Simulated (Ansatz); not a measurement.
# Sr2Cl: the cost of one run

Computed with Ansatz 0.2.0 (DFT PBE, scalar-relativistic, plane waves, PAW, unless a step's input says otherwise).

## 1. The starting structure

Symmetry: I4/mmm, No. 139, tetragonal system. The conventional cell has a = 4.890 Å, b = 4.890 Å, c = 8.021 Å, α = 90.00°, β = 90.00°, γ = 90.00°. Sr (site symmetry 4mm) is surrounded by 1 Sr at 1.49 Å. Cl (site symmetry 4/mmm) has 10 Sr at 3.26 to 3.54 Å as nearest neighbours.

As a file:

```cif
data_structure
_symmetry_space_group_name_H-M 'I4/mmm'
_symmetry_Int_Tables_number 139
_cell_length_a 4.8904
_cell_length_b 4.8904
_cell_length_c 8.0208
_cell_angle_alpha 90.000
_cell_angle_beta 90.000
_cell_angle_gamma 90.000
_cell_volume 191.83
loop_
_atom_site_label
_atom_site_type_symbol
_atom_site_symmetry_multiplicity
_atom_site_Wyckoff_symbol
_atom_site_fract_x
_atom_site_fract_y
_atom_site_fract_z
_atom_site_occupancy
Sr1 Sr 4 e 0.50000 0.50000 0.09300 1
Cl1 Cl 2 a 0.00000 0.00000 0.00000 1
```

This is candidate A: anti-CaC2 type (I4/mmm, No. 139).

(A quick probe on a coarse mesh, which set the mesh and smearing, is not shown.)

## 3. A loose first relaxation (candidate A)

The input, input.yaml:

```yaml
crystal:
  lattice:
    - [-2.4452131088, 2.4452131088, 4.0104009342]
    - [2.4452131088, -2.4452131088, 4.0104009342]
    - [2.4452131088, 2.4452131088, -4.0104009342]
  atoms:
    - { symbol: Sr, position: [0.593, 0.593, 0.0] }
    - { symbol: Sr, position: [0.407, 0.407, 0.0] }
    - { symbol: Cl, position: [0.0, 0.0, 0.0] }
basis:
  ecutwfc: 420
kpoints:
  mp_grid: { grid: [6, 6, 6] }
hamiltonian:
  xc: pbe
scf:
  occupations: { method: gaussian, width: 0.1 }
  lower_state_search: "off"
output:
  forces: true
  stress: true
  eigenvalues: true
relax:
  adjacent_minimum: "off"
  f_tol: 0.04
  max_steps: 70
  cell: { stress_tol: 0.4 }
```

Command:

```sh
ansatz run input.yaml --threads 1 --pin off --max-ram 2560MiB --backend cpu --events-out ev --progress --plain --runs-dir out
```

What time and memory should one allow on 1 thread of Arm Neoverse V1, shared host?

About 1.8 min, with a peak of 0.46 GiB.
